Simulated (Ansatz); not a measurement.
# C6H4AlF7O2: small, medium and large basis sets

One table from this session's results is given with a row withheld; the runs are named, their logs left out.

Computed with Ansatz 0.2.0, Gaussian basis. Level: one geometry, several basis sets.

The runs, in order: PBE0-D4/def2-SVP; ωB97M-V/def2-SVP; PBE0-D4/def2-QZVPP; ωB97M-V/def2-QZVPP; the functionals' def2-TZVPP values are taken from earlier runs.

### Structure used throughout

All runs share one geometry, relaxed beforehand with PBE0-D4 in a triple-zeta def2 set.

SMILES `[CH3][Al-]1([F])[O]C(C(F)(F)F)=CC(C(F)(F)F)=[O+]1`, 20 atoms, charge 0, spin multiplicity 1.

Atoms are counted from 1 here; the program's logs count them from 0.

Bond lengths: C1–Al2 1.928 Å, C1–H17 1.094 Å, C1–H18 1.094 Å, C1–H19 1.094 Å, Al2–F3 1.655 Å, Al2–O4 1.847 Å, Al2–O16 1.847 Å, O4–C5 1.259 Å, C5–C6 1.535 Å, C5–C10 1.389 Å, C6–F7 1.330 Å, C6–F8 1.331 Å, C6–F9 1.327 Å, C10–C11 1.389 Å, C10–H20 1.077 Å, C11–C12 1.535 Å, C11–O16 1.259 Å, C12–F13 1.331 Å and more. Angles: Al2–C1–H17 112.1°, Al2–C1–H18 111.3°, Al2–C1–H19 111.3°, H17–C1–H18 107.4°, H17–C1–H19 107.4°, H18–C1–H19 107.0°, C1–Al2–F3 122.7°, C1–Al2–O4 113.1°, C1–Al2–O16 113.1°, F3–Al2–O4 105.3°, F3–Al2–O16 105.3°, O4–Al2–O16 93.1°, Al2–O4–C5 126.5°, O4–C5–C6 113.7°, O4–C5–C10 126.5°, C6–C5–C10 119.8°, C5–C6–F7 109.6°, C5–C6–F8 111.9° and more.

The first run:

Contents of in.yaml:

```yaml
crystal:
  periodic: [false, false, false]
  atoms:
    - {symbol: C, position_ang: [-1.705006, -0.955021, 2.648914]}
    - {symbol: Al, position_ang: [-0.117274, -0.231421, 1.827855]}
    - {symbol: F, position_ang: [1.215778, 0.216349, 2.701125]}
    - {symbol: O, position_ang: [-0.465031, 1.194227, 0.707019]}
    - {symbol: C, position_ang: [-0.083695, 1.319041, -0.485820]}
    - {symbol: C, position_ang: [-0.420174, 2.684326, -1.101616]}
    - {symbol: F, position_ang: [-1.739002, 2.855452, -1.111225]}
    - {symbol: F, position_ang: [0.024113, 2.788197, -2.351723]}
    - {symbol: F, position_ang: [0.128327, 3.653576, -0.379732]}
    - {symbol: C, position_ang: [0.562520, 0.357179, -1.251267]}
    - {symbol: C, position_ang: [0.809689, -0.898756, -0.712536]}
    - {symbol: C, position_ang: [1.460969, -1.985665, -1.579055]}
    - {symbol: F, position_ang: [1.765765, -1.535773, -2.793849]}
    - {symbol: F, position_ang: [0.623944, -3.010743, -1.710898]}
    - {symbol: F, position_ang: [2.574306, -2.418498, -1.000614]}
    - {symbol: O, position_ang: [0.531994, -1.280611, 0.454041]}
    - {symbol: H, position_ang: [-2.477584, -1.190745, 1.911634]}
    - {symbol: H, position_ang: [-1.485014, -1.874844, 3.198200]}
    - {symbol: H, position_ang: [-2.139141, -0.250938, 3.364442]}
    - {symbol: H, position_ang: [0.842513, 0.573965, -2.268595]}
basis:
  gaussian: {orbitals: def2-SVP}
hamiltonian: {xc: pbe0, dispersion: d4}
output: {orbitals: {seedname: orbitals}}
```

The run is started by

```bash
> ansatz run in.yaml --threads 11 --pin off --events-out ev --progress --plain --max-ram 174080MiB --backend cpu
```

Steps of the session up to this table: PBE0-D4 in def2-SVP; ωB97M-V in def2-SVP; PBE0-D4 in def2-QZVPP; ωB97M-V in def2-QZVPP.

One table of the session follows, with a row left open; its other results are not shown here.

It belongs to the step «Functionals by basis». 

```
functional       basis  HOMO (eV)  LUMO (eV)
   PBE0-D4    def2-SVP      -8.52      -3.58
   PBE0-D4  def2-TZVPP      -8.56      -3.63
   PBE0-D4  def2-QZVPP          ?          ?
   ωB97M-V    def2-SVP     -10.71      -1.41
   ωB97M-V  def2-TZVPP     -10.77      -1.51
   ωB97M-V  def2-QZVPP     -10.79      -1.55
```

**Question.** Estimate the row for PBE0-D4, def2-QZVPP.

The run gave: HOMO (eV): -8.58; LUMO (eV): -3.67. In the column «HOMO (eV)» it lies between ωB97M-V, def2-SVP (-10.71) and PBE0-D4, def2-TZVPP (-8.56).
